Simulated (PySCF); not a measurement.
# GeH₂⁺: a search over shapes

Which structure of GeH₂⁺ lies lowest? The starts are bent and linear; the spin state tried: doublet. Each end point is tested by its vibrations.

Program: PySCF 2.14.0. Level of theory: PBE0, basis Ge def2-TZVP, H def2-TZVP, no relativity, density fitting. These are calculated values, not measurements.

**1. The starting structure**

3 atoms, charge 1, spin multiplicity 2.

Bond lengths: Ge1–H2 1.499 Å, Ge1–H3 1.499 Å. Angles: H2–Ge1–H3 110.0°.

Coordinates in bohr (charge 1 multiplicity 2):
```
Ge    0.0000    0.0000    0.0000
H     2.3210    0.0000    1.6252
H    -2.3210    0.0000    1.6252
```

**2. Finding the electronic state**

One driver script runs all steps and calls PySCF; scf.py shows how it sets up the SCF of each step. The optimiser is the driver's own. After this first run the driver tries any further starts and a stability analysis.

The input, scf.py:

```python
from pyscf import gto, scf, dft
mol = gto.M(atom='''
Ge     0.000000     0.000000     0.000000
H      1.228200     0.000000     0.860000
H     -1.228200     0.000000     0.860000''',
    basis={'Ge': 'def2-TZVP', 'H': 'def2-TZVP'},
    charge=1, spin=1)
mf = dft.UKS(mol, xc='PBE0')
mf.grids.atom_grid = (50, 194)
aux = {'Ge': 'def2-universal-JKFIT', 'H': 'def2-universal-JKFIT'}
mf = mf.density_fit(auxbasis=aux)
mf.conv_tol = 1e-08
mf.diis_space = 10
mf.max_cycle = 60
mf.init_guess = 'minao'
mf.verbose = 4
mf.kernel()
```

Launch:

```console
> OMP_NUM_THREADS=2 python axn.py task.json out
```

The log of the run:

```text
init E= -2077.15134394196
[... the frontier-level lines of each cycle are left out ...]
cycle= 1 E= -2077.48643374097  delta_E= -0.335  |g|= 0.488  |ddm|= 0.99
cycle= 2 E= -2077.49576438885  delta_E= -0.00933  |g|= 0.567  |ddm|= 0.708
cycle= 3 E= -2077.54288772627  delta_E= -0.0471  |g|= 0.0205  |ddm|= 0.237
cycle= 4 E= -2077.54315897111  delta_E= -0.000271  |g|= 0.00588  |ddm|= 0.0384
cycle= 5 E= -2077.54317664428  delta_E= -1.77e-05  |g|= 0.000921  |ddm|= 0.00962
cycle= 6 E= -2077.54317743358  delta_E= -7.89e-07  |g|= 0.000275  |ddm|= 0.00143
cycle= 7 E= -2077.54317749546  delta_E= -6.19e-08  |g|= 4.05e-05  |ddm|= 0.000402
cycle= 8 E= -2077.54317749852  delta_E= -3.06e-09  |g|= 1.19e-05  |ddm|= 0.000109
Extra cycle  E= -2077.5431774988  delta_E= -2.83e-10  |g|= 5.17e-06  |ddm|= 2.98e-05
converged SCF energy = -2077.5431774988  <S^2> = 0.75244314  2S+1 = 2.0024416
```

This step, with its further starts and checks, needed 2.6 s of wall time on 2 threads of Intel Xeon Platinum 8259CL at 2.50GHz (Skylake/Cascade Lake), shared host.

No lower solution of this spin turned up in the test of internal stability.

**3. Relaxation: bent start, doublet**

The program finds C2v symmetry in the start, which this walk keeps.

Changes to scf.py since step 2:

```diff
@@ -3,3 +3,3 @@
-Ge     0.000000     0.000000     0.000000
-H      1.228200     0.000000     0.860000
-H     -1.228200     0.000000     0.860000''',
+Ge     0.000000     0.000000    -0.022828
+H      1.228200     0.000000     0.837172
+H     -1.228200     0.000000     0.837172''',
@@ -15 +14,0 @@
-mf.init_guess = 'minao'
```

Energy and gradient, step by step:

| step | energy (Eh) | change (kJ/mol) | largest symmetric gradient (Eh/bohr) |
| --- | --- | --- | --- |
| 0 | -2077.543177 | 0.00 | 0.02058 |
| 1 | -2077.547056 | -10.18 | 0.00400 |
| 2 | -2077.547211 | -10.59 | 0.00037 |
| 3 | -2077.547211 | -10.59 | 0.00019 |

The walk took 4.7 s.

Positions (Å) and forces (eV/Å) along the way:

```
step 0
Ge   0.000   0.000  -0.023   0.000   0.000  -0.411
H    1.228   0.000   0.837   1.058   0.000   0.206
H   -1.228   0.000   0.837  -1.058   0.000   0.206
step 1
Ge   0.000   0.000   0.029   0.000   0.000  -0.072
H    1.326   0.000   0.811   0.205   0.000   0.036
H   -1.326   0.000   0.811  -0.205   0.000   0.036
step 2
Ge   0.000   0.000   0.042   0.000   0.000  -0.019
H    1.350   0.000   0.805   0.005   0.000   0.009
H   -1.350   0.000   0.805  -0.005   0.000   0.009
step 3
Ge   0.000   0.000   0.041   0.000   0.000  -0.010
H    1.350   0.000   0.805   0.004   0.000   0.005
H   -1.350   0.000   0.805  -0.004   0.000   0.005
```

After 3 steps and 10.6 kJ/mol it ends at C2v: Ge–H 1.551 Å (×2); H–Ge–H 120.9°.

**4. Vibrations and properties at this point**

The point is checked on the finer grid, and tightened if its gradient asks for it. The Hessian and the dipole derivatives come from central differences of analytic gradients, with steps of 0.02 bohr.

Changes to scf.py since step 3:

```diff
@@ -3,3 +3,3 @@
-Ge     0.000000     0.000000    -0.022828
-H      1.228200     0.000000     0.837172
-H     -1.228200     0.000000     0.837172''',
+Ge     0.000000     0.000000    -0.020687
+H      1.349746     0.000000     0.744525
+H     -1.349746     0.000000     0.744525''',
@@ -9 +9 @@
-mf.grids.atom_grid = (50, 194)
+mf.grids.atom_grid = (75, 302)
@@ -12 +12 @@
-mf.conv_tol = 1e-08
+mf.conv_tol = 1e-10
```

The driver hands on the density of the step before, so the log starts near convergence.

SCF at the final geometry:

```text
init E= -2077.54715251527
[... the frontier-level lines of each cycle are left out ...]
cycle= 1 E= -2077.54715251527  delta_E= 3.64e-12  |g|= 6.85e-06  |ddm|= 5.87e-06
Extra cycle  E= -2077.54715251527  delta_E= -4.55e-12  |g|= 7.8e-06  |ddm|= 5.51e-06
converged SCF energy = -2077.54715251527  <S^2> = 0.75258264  2S+1 = 2.002581
```

The whole step took 20 s.

Geometry: C2v; Ge–H 1.552 Å (×2); H–Ge–H 120.9°.

Harmonic modes (main isotopes):

```csv
symmetry,ω (cm⁻¹),IR (km/mol),type
a1,823,14.3,bend
a1,2020,1.0,stretch
b2,2114,0.1,stretch
```

All wavenumbers are real: a minimum.

Properties at this point:

```yaml
Dipole_moment_about_the_centre_of_mass: 0.47 D
Highest_occupied_level: -14.54 eV
Lowest_empty_level: -10.82 eV
Rotational_constants: 14.67, 4.591, 3.497 cm⁻¹
Zero-point_energy: 29.6 kJ/mol
Principal_polarisabilities: 18.7, 21.1, 28.9 bohr³
Principal_traceless_quadrupole_moments_about_the_centre_of_mass: -1.65, 0.18, 1.47 D Å
Entropy_at_298.15_K_and_1_bar_electronic_part_spin_only: 224.7 J/(mol K)
Heat_capacity_Cp_at_298.15_K: 35.9 J/(mol K)
Enthalpy_at_298.15_K_above_0_K: 10.11 kJ/mol
Rotational_symmetry_number: 2
Spin_squared_⟨S²⟩: 0.753
```

Populations by atom (charges in e):

```json
{"atom": "Ge1", "Mulliken": "0.60", "Löwdin": "0.96", "polar tensor": "0.96", "spin (Mulliken)": "0.75", "Mayer order to Ge1": "–"}
{"atom": "H2,3", "Mulliken": "0.20", "Löwdin": "0.02", "polar tensor": "0.02", "spin (Mulliken)": "0.12", "Mayer order to Ge1": "0.88"}
```

Mulliken populations on Ge1: s 7.67, p 13.65, d 10.07, f 0.01.

**5. Relaxation: linear start, doublet**

The program finds D∞h symmetry in the start, which this walk keeps.

Changes to scf.py since step 4:

```diff
@@ -3,3 +3,3 @@
-Ge     0.000000     0.000000    -0.020687
-H      1.349746     0.000000     0.744525
-H     -1.349746     0.000000     0.744525''',
+Ge     0.000000     0.000000     0.000000
+H      0.000000     0.000000     1.499400
+H      0.000000     0.000000    -1.499400''',
@@ -9 +9 @@
-mf.grids.atom_grid = (75, 302)
+mf.grids.atom_grid = (50, 194)
@@ -12 +12 @@
-mf.conv_tol = 1e-10
+mf.conv_tol = 1e-08
```

The optimiser's trace:

| step | energy (Eh) | change (kJ/mol) | largest symmetric gradient (Eh/bohr) |
| --- | --- | --- | --- |
| 0 | -2077.514515 | 0.00 | 0.00340 |
| 1 | -2077.514570 | -0.15 | 0.00100 |
| 2 | -2077.514576 | -0.16 | 0.00002 |

The walk took 3.1 s.

Geometry (Å) and forces (eV/Å) at some steps:

```
step 0
Ge   0.000   0.000   0.000   0.000   0.000   0.000
H    0.000   0.000   1.499   0.000   0.000   0.175
H    0.000   0.000  -1.499   0.000   0.000  -0.175
step 1
Ge   0.000   0.000   0.000   0.000   0.000   0.000
H    0.000   0.000   1.506   0.000   0.000   0.051
H    0.000   0.000  -1.506   0.000   0.000  -0.051
step 2
Ge   0.000   0.000   0.000   0.000   0.000   0.000
H    0.000   0.000   1.509   0.000   0.000   0.001
H    0.000   0.000  -1.509   0.000   0.000  -0.001
```

After 2 steps and 0.2 kJ/mol it ends at D∞h: Ge–H 1.509 Å (×2); H–Ge–H 180.0°.

**6. Is it a minimum? Harmonic modes**

The same treatment as at the point before.

Changes to scf.py since step 5:

```diff
@@ -3,3 +3,3 @@
-Ge     0.000000     0.000000     0.000000
-H      0.000000     0.000000     1.499400
-H      0.000000     0.000000    -1.499400''',
+Ge    -0.000000     0.000000     0.000000
+H      0.000000     0.000000     1.508943
+H     -0.000000     0.000000    -1.508943''',
@@ -9 +9 @@
-mf.grids.atom_grid = (50, 194)
+mf.grids.atom_grid = (75, 302)
@@ -12 +12 @@
-mf.conv_tol = 1e-08
+mf.conv_tol = 1e-10
```

Log of the central SCF (cycles and frontier levels):

```text
init E= -2077.51452444875
[... the frontier-level lines of each cycle are left out ...]
cycle= 1 E= -2077.51452444875  delta_E= -4.09e-12  |g|= 1.52e-07  |ddm|= 2.75e-07
Extra cycle  E= -2077.51452444875  delta_E= 1.36e-12  |g|= 1.78e-07  |ddm|= 2.7e-07
converged SCF energy = -2077.51452444875  <S^2> = 0.75602912  2S+1 = 2.0060201
```

The whole step needed 66 s of wall time on 2 threads of Intel Xeon Platinum 8259CL at 2.50GHz (Skylake/Cascade Lake), shared host.

Geometry: D∞h; Ge–H 1.509 Å (×2); H–Ge–H 180.0°.

Harmonic modes (main isotopes):

```tsv
ω (cm⁻¹)	IR (km/mol)	μ (u)	type
1292i	414	1.03	bend
1227i	350	1.03	bend
2190	0.0	1.01	stretch
2308	142	1.03	stretch
```

With 2 modes imaginary (up to 1292i cm⁻¹) this point is a saddle.

Here the density breaks the symmetry of the frame, and no labels are given; pairs that should be degenerate can split.

Constants and moments:

| Quantity | Value |
| --- | --- |
| Dipole moment about the centre of mass | 0.00 D |
| Highest occupied level | -12.71 eV |
| Lowest empty level | -10.38 eV |
| Rotational constants | 3.673 cm⁻¹ |
| Zero-point energy (real modes) | 26.9 kJ/mol |
| Principal polarisabilities | 18.0, 26.0, 29.3 bohr³ |
| Principal traceless quadrupole moments about the centre of mass | -4.96, 1.31, 3.64 D Å |
| Spin squared ⟨S²⟩ | 0.756 |

Populations by atom (charges in e):

| atom | Mulliken | Löwdin | polar tensor | spin (Mulliken) | Mayer order to Ge1 |
| --- | --- | --- | --- | --- | --- |
| Ge1 | 0.42 | 0.89 | 0.21 | 1.09 | – |
| H2,3 | 0.29 | 0.06 | 0.39 | -0.04 | 0.85 |

Mulliken populations on Ge1: s 7.54, p 14.00, d 10.02, f 0.02.

**7. Following the imaginary mode**

The start is the last point, displaced along its most imaginary mode.

The program finds C2v symmetry in the start, which this walk keeps. The walk stops when the largest gradient is under 0.0003 Eh/bohr and the energy has settled too.

Changes to scf.py since step 6:

```diff
@@ -3,3 +3,3 @@
-Ge    -0.000000     0.000000     0.000000
-H      0.000000     0.000000     1.508943
-H     -0.000000     0.000000    -1.508943''',
+Ge     0.002382    -0.002244    -0.000000
+H     -0.087345     0.082285     1.508943
+H     -0.087345     0.082285    -1.508943''',
@@ -9 +9 @@
-mf.grids.atom_grid = (75, 302)
+mf.grids.atom_grid = (50, 194)
@@ -12 +12 @@
-mf.conv_tol = 1e-10
+mf.conv_tol = 1e-08
```

Energy and gradient, step by step:

| step | energy (Eh) | change (kJ/mol) | largest symmetric gradient (Eh/bohr) |
| --- | --- | --- | --- |
| 0 | -2077.517592 | 0.00 | 0.01771 |
| 1 | -2077.529564 | -31.43 | 0.02529 |
| 2 | -2077.542382 | -65.09 | 0.01203 |
| 3 | -2077.545317 | -72.79 | 0.01419 |
| 4 | -2077.546652 | -76.30 | 0.00772 |
| 5 | -2077.547189 | -77.71 | 0.00100 |
| 6 | -2077.547199 | -77.73 | 0.00008 |
| 7 | -2077.547199 | -77.73 | 0.00000 |

The walk took 9.2 s.

Geometry (Å) and forces (eV/Å) at some steps:

```
step 0
Ge   0.002  -0.002   0.000   0.910  -0.858   0.000
H   -0.087   0.082   1.509  -0.455   0.429  -0.022
H   -0.087   0.082  -1.509  -0.455   0.429   0.022
step 1
Ge   0.097  -0.091   0.000   1.301  -1.225   0.000
H   -0.135   0.127   1.493  -0.650   0.613  -0.058
H   -0.135   0.127  -1.493  -0.650   0.613   0.058
step 4
Ge   0.304  -0.287   0.000  -0.143   0.136   0.000
H   -0.238   0.225   1.392   0.071  -0.068  -0.397
H   -0.238   0.225  -1.392   0.071  -0.068   0.397
step 7
Ge   0.314  -0.296   0.000   0.001   0.001   0.000
H   -0.243   0.229   1.350   0.000   0.000   0.000
H   -0.243   0.229  -1.350   0.000   0.000   0.000
```

It settles in C2v symmetry, 77.7 kJ/mol below the start, after 7 steps: Ge–H 1.552 Å (×2); H–Ge–H 120.9°.

**8. All stationary points**

| spin | group | bonds | imaginary modes (cm⁻¹) | ΔE (kJ/mol) | with zero-point energy |
| --- | --- | --- | --- | --- | --- |
| doublet | C2v | Ge–H 1.552 Å (×2) | none | 0.0 | 0.0 |
| doublet | D∞h (density of lower symmetry) | Ge–H 1.509 Å (×2) | 1292i, 1227i | 85.7 | – |

**9. Density, ELF and potential**

The plane holds Ge1 at (0.00, 0.00), H2 at (1.55, 0.00), H3 at (-0.80, 1.33) Å. Columns run from x = -2.85 to 3.75 Å, rows from y = 3.75 (top) to -1.95 Å, in steps of 0.3 Å.

Density (cut at 5 e/Å³):

Ten steps from '0' (0.000 e/Å³) to '9' (5.000 e/Å³), finer at the low end (step k begins (100^(k/10) - 1)/99 of the way up):
```
00000000000000000000000
00000000000000000000000
00000000000000000000000
00000000000000000000000
00000000000000000000000
00000011100000000000000
00000123221000000000000
00001245432100000000000
00001368643211000000000
00001357654322110000000
00001356666543322100000
00001245899855543100000
00001246999966774200000
00001246999966764200000
00001235899855543100000
00000124566543321100000
00000123344332110000000
00000011222211000000000
00000000111100000000000
00000000000000000000000
```

ELF (0 where the density is under 0.005 e/Å³):

Ten even steps from '0' (0.00) to '9' (1.00):
```
00000000000000000000000
00000000000000000000000
00000000000000000000000
00000000000000000000000
00000899973000000000000
00009999997200000000000
00089999998310000000000
00099999998410110000000
00499999998422455300000
00289999985335899950000
00148999411148999990000
00025773155229999997000
00014651544519999998000
00036761544519999998000
00058883255239999997000
00069998422268999990000
00069999977666789850000
00008999998864333000000
00000899999852000000000
00000089998630000000000
```

Lowest empty orbital at -10.82 eV (sign arbitrary; one member if degenerate):

Ten even steps from '0' (-0.47 Å^-3/2) to '9' (0.80 Å^-3/2):
```
33333333333333333333333
33333333333333333333333
33333333333333333333333
33333334443333333333333
33333444444443333333333
33334444444444433333333
33344445544444443333333
33344456554444444433333
33344467655544444443333
33334456555555444443333
33333344445555554444333
33333333333455555444333
33333221220345665444333
33332210295335665444333
33332210022124454444333
33332210000123444443333
33332211000123334333333
33333222111223333333333
33333322222223333333333
33333332222333333333333
```

Along Ge1–H2 (1.552 Å) the density is least, 0.92 e/Å³, about 0.93 Å from Ge1; ELF there is 0.70.

Making the fields took 1 s.

**10. Outcome**

| quantity | value |
| --- | --- |
| lowest minimum | doublet, C2v |
| geometry | Ge–H 1.552 Å (×2); H–Ge–H 120.9° |
| wavenumbers (cm⁻¹) | 823 (a1), 2020 (a1), 2114 (b2) |
| dipole moment (centre of mass) | 0.47 D |
| highest occupied, lowest empty level (either spin) | -14.54, -10.82 eV |
| polar-tensor charge of Ge1 | +0.96 e |
| zero-point energy | 29.6 kJ/mol |
| entropy at 298.15 K | 224.7 J/(mol K) |
| ⟨S²⟩ | 0.753 |

The lowest minimum found is the doublet of C2v symmetry. The strongest infrared band lies at 823 cm⁻¹ (a1, bend). Most of the spin sits on Ge1 (Mulliken spin 0.75, against 1 for the whole molecule). A search over typed starts can miss a lower isomer.

The search up to here needed 1.8 min of wall time on 2 threads of Intel Xeon Platinum 8259CL at 2.50GHz (Skylake/Cascade Lake), shared host.
